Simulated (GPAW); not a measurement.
Runs of GPAW 26.7.0 on Ta3AsAu2O13. The structure is hexagonal, space group P-6 (No. 174). Conventional cell: a = 5.452 Å, b = 5.452 Å, c = 9.579 Å, α = 90.00°, β = 90.00°, γ = 120.00°. Ta (site symmetry 3) is surrounded by 4 O at 1.86 to 2.04 Å. Around Ta (site symmetry -6) lie 6 O at 2.05 Å. Around As (site symmetry -6) lie 6 O at 1.91 Å. Au (site symmetry 3) is surrounded by 6 O at 2.15 to 2.34 Å. O (site symmetry -6) is surrounded by 2 Ta at 1.86 Å. O (site symmetry 1) is surrounded by 1 As at 1.91 Å and 1 Ta at 2.14 Å and 1 Au at 2.15 Å. O (site symmetry 1) is surrounded by 2 Ta at 2.04 to 2.05 Å and 1 Au at 2.34 Å. The cell was built by a generator and needn't be a form met in nature.

```tsv
task	level	potentials or basis	cell	k mesh	ranks	band path	band points	mesh quality	gap on the mesh (eV)	pressure (GPa)	largest force (eV/Å)
single point	PBE	GPAW PAW data sets (gpaw-data 1.2.1), pw	as given	3 × 3 × 2	-	-	-	coarse	none	1.3	(a)
single point	PBE	GPAW PAW data sets (gpaw-data 1.2.1), pw	atoms moved at random, drawn with an rms of 0.05 Å	6 × 6 × 3	8	-	-	not flagged	none	1.3	2.69
band structure	RPBE	the program's PAW data sets (release 1.2.1) made for this functional, pw	as given	4 × 4 × 2	8	GMKGALHA,LM,KH	100	not flagged	-	5.7	0.55
single point	PBE+D3	GPAW PAW data sets (gpaw-data 1.2.1), pw	as given	3 × 3 × 2	-	-	-	coarse	none	(b)	0.34
band structure	PBEsol	PAW data sets generated in the run's folder for this functional, pw	as given	4 × 4 × 2	8	GMKGALHA,LM,KH	100	not flagged	-	-4.9	0.26
```

Alike in all rows: no spin polarisation; cutoff (eV) 800; smearing fermi-dirac 0.05 eV.

Problem. Estimate the missing entries.

Solution. (a) 0.37; (b) -1.0.

Caveats: some runs use coarse meshes; with this Au data set, volumes or pressures lay over 1.5 % or 2 GPa off other programs in two to four cells of ten; spin-orbit coupling is left out, which moves the levels of the heavy elements (some runs); pairwise dispersion overbinds metals, which lowers pressure and volume (some runs).

A k mesh can miss the band edges, and the runs leave out spin-orbit coupling on As, Au, Ta.

A gap of «none» marks a metal or a gap under the smearing width.
